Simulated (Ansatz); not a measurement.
**BH7SSi2: up Jacob's ladder to CCSD(T)**

An exercise on one series of results from a longer session: the logs are not shown, and one member is left open.

Method: functionals in def2-TZVPP, the program's frozen cores in correlated methods; program: Ansatz 0.2.0, Gaussian basis.

Levels to be run: LDA (SPW92), PBE-D4, revPBE-D4, BLYP-D4, r2SCAN-D4, B97M-V, PBE0-D4, B3LYP-D4, r2SCANh-D4, r2SCAN0-D4, HSE06-D4, BHLYP-D4, CAM-B3LYP-D4, LC-ωPBE, ωB97X-V, ωB97M-V, B2PLYP, PBE-QIDH; CCSD(T)/def2-SVP; CCSD(T)/def2-TZVPP; MP2/def2-QZVPP; extrapolation to the limit; RPA on PBE.

## Structure used throughout

The geometry comes from an earlier relaxation with PBE0-D4 in a triple-zeta def2 set; it is a stationary point, not always the lowest conformer.

11 atoms, charge 0, spin multiplicity 1.

Atoms are counted from 1 here; the program's logs count them from 0.

Bond lengths: B1–Si2 2.075 Å, B1–Si4 2.075 Å, B1–H5 1.215 Å, B1–H6 1.198 Å, B1–H10 1.215 Å, Si2–S3 2.143 Å, Si2–H7 1.478 Å, Si2–H8 1.481 Å, S3–Si4 2.143 Å, Si4–H9 1.481 Å, Si4–H11 1.478 Å. Angles: Si2–B1–Si4 72.4°, Si2–B1–H5 75.4°, Si2–B1–H6 107.6°, Si2–B1–H10 132.4°, Si4–B1–H5 132.4°, Si4–B1–H6 107.6°, Si4–B1–H10 75.3°, H5–B1–H6 115.0°, H5–B1–H10 103.5°, H6–B1–H10 115.0°, B1–Si2–S3 107.5°, B1–Si2–H7 102.0°, B1–Si2–H8 112.0°, S3–Si2–H7 113.0°, S3–Si2–H8 110.5° and more.

Geometry (Å):

| atom | x (Å) | y (Å) | z (Å) |
| --- | --- | --- | --- |
| B1 | -0.98939 | 0.38442 | -0.24528 |
| Si2 | 1.04051 | 0.80824 | -0.32074 |
| S3 | 2.03240 | -0.55921 | 0.99839 |
| Si4 | 0.01585 | -1.19554 | 0.64857 |
| H5 | -0.83582 | 0.95901 | -1.30496 |
| H6 | -1.46704 | 1.05099 | 0.62751 |
| H7 | 1.07969 | 2.20558 | 0.15850 |
| H8 | 1.58150 | 0.68804 | -1.69423 |
| H9 | -0.00445 | -2.41360 | -0.19376 |
| H10 | -1.63233 | -0.60140 | -0.54816 |
| H11 | -0.75561 | -1.38352 | 1.89485 |

The first run:

in.yaml reads:

```yaml
crystal:
  periodic: [false, false, false]
  atoms:
    - {symbol: B, position_ang: [-0.989390, 0.384417, -0.245277]}
    - {symbol: Si, position_ang: [1.040506, 0.808239, -0.320738]}
    - {symbol: S, position_ang: [2.032399, -0.559212, 0.998394]}
    - {symbol: Si, position_ang: [0.015846, -1.195541, 0.648566]}
    - {symbol: H, position_ang: [-0.835821, 0.959010, -1.304956]}
    - {symbol: H, position_ang: [-1.467036, 1.050992, 0.627513]}
    - {symbol: H, position_ang: [1.079687, 2.205576, 0.158497]}
    - {symbol: H, position_ang: [1.581500, 0.688039, -1.694227]}
    - {symbol: H, position_ang: [-0.004446, -2.413602, -0.193762]}
    - {symbol: H, position_ang: [-1.632333, -0.601403, -0.548158]}
    - {symbol: H, position_ang: [-0.755613, -1.383516, 1.894848]}
basis:
  gaussian: {orbitals: def2-TZVPP}
hamiltonian: {xc: lda}
output: {orbitals: {seedname: orbitals}}
```

Command:

```sh
ansatz run in.yaml --threads 4 --pin off --events-out ev --progress --plain --max-ram 10444MiB
```

Steps of the session up to this table: LDA; PBE-D4 (GGA); revPBE-D4 (GGA); BLYP-D4 (GGA); r2SCAN-D4 (meta-GGA); B97M-V (meta-GGA); PBE0-D4 (hybrid); B3LYP-D4 (hybrid); r2SCANh-D4 (hybrid); r2SCAN0-D4 (hybrid); HSE06-D4 (hybrid); BHLYP-D4 (hybrid); CAM-B3LYP-D4 (range-separated); LC-ωPBE (range-separated); ωB97X-V (range-separated); ωB97M-V (range-separated); B2PLYP (double hybrid); PBE-QIDH (double hybrid).

One of the session's tables, all rows but one given; the rest of the session is left out.

It belongs to the step «Orbital energies across the functionals». 

| functional | HOMO (eV) | gap (eV) |
| --- | --- | --- |
| LDA (SPW92) | ? | ? |
| PBE-D4 | -6.40 | 4.68 |
| revPBE-D4 | -6.37 | 4.72 |
| BLYP-D4 | -6.23 | 4.58 |
| r2SCAN-D4 | -6.68 | 5.28 |
| B97M-V | -6.83 | 5.16 |
| PBE0-D4 | -7.57 | 6.67 |
| B3LYP-D4 | -7.33 | 6.18 |
| r2SCANh-D4 | -7.11 | 5.99 |
| r2SCAN0-D4 | -7.75 | 7.06 |
| HSE06-D4 | -7.18 | 5.91 |
| BHLYP-D4 | -8.60 | 8.53 |
| CAM-B3LYP-D4 | -8.84 | 8.89 |
| LC-ωPBE | -10.22 | 11.42 |
| ωB97X-V | -9.88 | 10.97 |
| ωB97M-V | -9.72 | 10.49 |

**Question.** Estimate the row for LDA (SPW92).

The run gave: HOMO (eV): -6.46; gap (eV): 4.58. In the column «HOMO (eV)» it lies between r2SCAN-D4 (-6.68) and PBE-D4 (-6.40).
